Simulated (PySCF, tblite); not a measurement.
**C₅H₆F₂OSi: geometry, infrared bands and NMR shifts**

What infrared bands and NMR shifts should C₅H₆F₂OSi (`CC(=O)C1=C[SiH2]C1(F)F`) show?

The runs use tblite 0.8.0 and PySCF 2.14.0, with density-fitted response routines of our own; the level of theory stands in each step. All values are computed, except where a source is named. Atoms count from 0, in the outputs and in this text.

## 1. Starting geometry

15 atoms, charge 0, multiplicity 1; geometry from: force field or distance geometry start.

Bonds of the start (Å): C0–C1 1.52, C1–O2 1.23, C1–C3 1.49, C3–C4 1.35, C4–Si5 1.87, Si5–C6 1.91, C6–F7 1.35, C6–F8 1.36, C6–C3 1.54, C0–H9 1.09, C0–H10 1.10, C0–H11 1.08, C4–H12 1.09, Si5–H13 1.49, Si5–H14 1.49.

## 2. Geometry optimisation with GFN2-xTB

The job: settings as JSON, then the geometry in Å.

```
{"job": {"kind": "relax", "xc": "GFN2-xTB", "basis": "xTB"}, "charge": 0, "multiplicity": 1}
C      2.306500    -0.426400     0.413600
C      1.310200     0.695400     0.666200
O      1.706300     1.742000     1.184700
C     -0.094000     0.410100     0.273000
C     -1.149200     1.237500     0.422900
Si    -2.396800     0.059900    -0.312500
C     -0.715400    -0.851800    -0.357700
F     -0.322900    -1.189200    -1.602500
F     -0.712500    -2.003200     0.370300
H      2.326500    -0.649300    -0.650600
H      2.006600    -1.316400     0.976900
H      3.293200    -0.118600     0.738200
H     -1.234400     2.250800     0.821700
H     -2.934000     0.549000    -1.608900
H     -3.394400    -0.381800     0.700300
```

Started as:

```sh
$ OMP_NUM_THREADS=1 python probes_run.py task.json out
```

The driver reads the jobs from task.json and runs them one after another.

**Question.** This job is followed by: GFN2-xTB harmonic vibrations, gas phase; GIAO PBE0/pcSseg-1 NMR shielding, non-relativistic, gas phase. Predict these results of the whole session: strongest single infrared mode (GFN2-xTB); zero-point energy (GFN2-xTB); 13C shifts against TMS (PBE0/pcSseg-1); 1H shifts against TMS (PBE0/pcSseg-1, means over atoms taken as alike); 17O shifts against H2O (PBE0/pcSseg-1); 29Si shifts against TMS (PBE0/pcSseg-1); 19F shifts against CFCl3 (PBE0/pcSseg-1, means over atoms taken as alike).

**Answer**, as computed:

| quantity | value |
| --- | --- |
| strongest single infrared mode (GFN2-xTB) | 2337 cm⁻¹, 385 km/mol |
| zero-point energy (GFN2-xTB) | 59.1 kcal/mol |
| 13C shifts against TMS (PBE0/pcSseg-1) | 196.5, 168.7, 159.8, 133.1, 32.7 ppm |
| 1H shifts against TMS (PBE0/pcSseg-1, means over atoms taken as alike) | 7.84, 5.13, 2.60 ppm |
| 17O shifts against H2O (PBE0/pcSseg-1) | 683.2 ppm |
| 29Si shifts against TMS (PBE0/pcSseg-1) | -25.3 ppm |
| 19F shifts against CFCl3 (PBE0/pcSseg-1, means over atoms taken as alike) | -121.5 ppm |

**Reading.** Relaxing lowered the energy by 0.343 eV in 33 steps; the close pair that moved most is Si5–C6, from 1.913 to 1.963 Å. No mode is imaginary among the 39: a minimum at this level. Unscaled tight-binding wavenumbers are off by several per cent, some by more. Its intensities can rank the bands wrongly. C1 (ketone carbonyl carbon) lies farthest downfield among carbon, at 196.5 ppm; the double bond to the heteroatom, with no lone-pair donor beside it, deshields it most. The most deshielded hydrogen is H12 (hydrogen on a β carbon of a C=C–C=O unit), at 7.84 ppm: attached to an sp2 carbon and in the plane of the double bond. At PBE0/pcSseg-1: The largest span, 1325 ppm, is at O2, where the paramagnetic term is -746 ppm.
